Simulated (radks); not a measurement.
# Ba³⁺ in [Kr] 4d10 5s2 5p4.75 5d0.25: an all-electron calculation

What are the levels of the barium ion Ba3+, how large are its shells, and how does its energy divide?

Method: scalar-relativistic Kohn-Sham, BLYP, spin-polarised, spherical densities, finite nucleus; open shells are filled with parallel spins first. Code: radks (a radial shooting solver on a logarithmic mesh, Libxc functionals) version 1.

### 1 What is computed

```
element            : barium (Z = 56)
charge             : +3
electrons          : 53
configuration      : [Kr] 4d10 5s2 5p4.75 5d0.25
nuclear rms radius : 4.8378 fm
```

### 2 The run

Settings of this run:

```text
Z 56
configuration [Kr] 4d10 5s2 5p4.75 5d0.25
relativity scalar-relativistic
functional b88,lyp
spin polarised
nucleus finite rms 4.8378 fm
c 137.035999084
```

Q: Predict the outcome of this run.

As calculated:

```
                        quantity                   value
                    total energy      -8133.8857 hartree
exchange-correlation share of it                  2.43 %
                            −T/E                  1.0556
          highest occupied level       5d up, -22.963 eV
    most extended occupied level  5d up, <r> = 2.49 bohr
 radius at density 0.001 e/bohr³               3.63 bohr
    maxima of the radial density                       4
```

What this shows: 5 principal shells are occupied and 4 maxima appear in the radial density; where shells overlap, one shows as a shoulder or not at all. Relativity lifts −T/E to 1.056. This is not the tabulated ground configuration, so its levels and sizes aren't those of the ground state, and no measured value stands beside it.
